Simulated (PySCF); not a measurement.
# [Tl(CN)]2+: other functionals and bases at one geometry

An exercise on one series of results from a longer session: the logs are not shown, and one member is left open.

Computed with PySCF 2.14.0. Level: several levels, as the steps say, no spin–orbit coupling.

2 further runs of the same task are left out: 1 for a known fault of the program, 1 that didn't finish.

### The system as given

3 atoms, charge 2, spin multiplicity 1.

Bond lengths: Tl1–C2 2.259 Å, C2–N3 1.183 Å. Angles: Tl1–C2–N3 180.0°.

Geometry (Å):

```xyz
3

Tl    0.0000    0.0000   -0.3442
C     0.0000    0.0000    1.9148
N     0.0000    0.0000    3.0976
```

Formal oxidation states: Tl +3. An earlier session relaxed this geometry at PBE, Tl def2-SVP with ECP60, C def2-SVP, N def2-SVP (singlet, point group C∞v).

At PBE on the finer grid: E = -264.231494 Eh, HOMO -21.51 eV, LUMO -20.74 eV, Mulliken charge on Tl1 +1.50 e, largest force component 0.011 eV/Å. The gap is small, and the closed shell wasn't tested for a lower spin-broken solution.

Levels to run: TPSSh; B3LYP; CAM-B3LYP; wB97X; PBE, TZVP; PBE, x2c-SVP. Hardware: 2 threads of Arm Neoverse V1, shared host.

The first run:

run.py (the lines that set the calculation)

```python
mol = gto.M(atom='''
Tl     0.00000     0.00000    -0.34420
C      0.00000     0.00000     1.91480
N      0.00000     0.00000     3.09761''',
    basis={'Tl': 'def2-SVP', 'C': 'def2-SVP', 'N': 'def2-SVP'},
    ecp={'Tl': 'def2-SVP'},
    charge=2, spin=0)
mf = dft.RKS(mol, xc='TPSSH')
mf.grids.atom_grid = (75, 302)
mf = mf.density_fit()  # fitting sets: Tl def2-universal-JKFIT, C def2-universal-JKFIT, N def2-universal-JKFIT
mf.conv_tol = 1e-08; mf.max_cycle = 55
mf.kernel(dm0)  # dm0: the density of the relaxed state
```

On the command line:

```console
OMP_NUM_THREADS=2 python run.py
```

Steps of the session up to this table: TPSSh; B3LYP; CAM-B3LYP; wB97X; PBE, TZVP; PBE, x2c-SVP.

One table of the session follows, with a row left open; its other results are not shown here.

| level | HOMO (eV) | gap (eV) | charge on Tl1 (e) | dipole (D) | largest force component (eV/Å) |
| --- | --- | --- | --- | --- | --- |
| PBE (relaxed here) | -21.51 | 0.77 | 1.50 | 2.11 | 0.01 |
| TPSSh | -21.93 | 1.58 | 1.55 | 1.40 | 0.87 |
| B3LYP | -22.49 | 2.16 | 1.54 | 1.40 | 1.18 |
| CAM-B3LYP | -24.02 | 4.82 | 1.56 | 0.66 | 1.94 |
| wB97X | ? | ? | ? | ? | ? |
| PBE, TZVP | -21.43 | 0.72 | 1.56 | 2.21 | 0.80 |
| PBE, x2c-SVP | -21.52 | 0.74 | 1.55 | 2.15 | 0.55 |

Q: Estimate the row for wB97X from the others.

**Answer.** HOMO (eV): -24.91; gap (eV): 6.82; charge on Tl1 (e): 1.60; dipole (D): 0.04; largest force component (eV/Å): 1.89. In the column «HOMO (eV)» it is the lowest.

The dipole of a charged species depends on the origin, so these sizes hold for this origin alone.

In one basis the HOMO–LUMO gap runs from 0.77 eV (PBE) to 6.82 eV (wB97X). The largest leftover force, 1.94 eV/Å with CAM-B3LYP, stands at a geometry relaxed at another level. Total energies of different levels can't be compared.
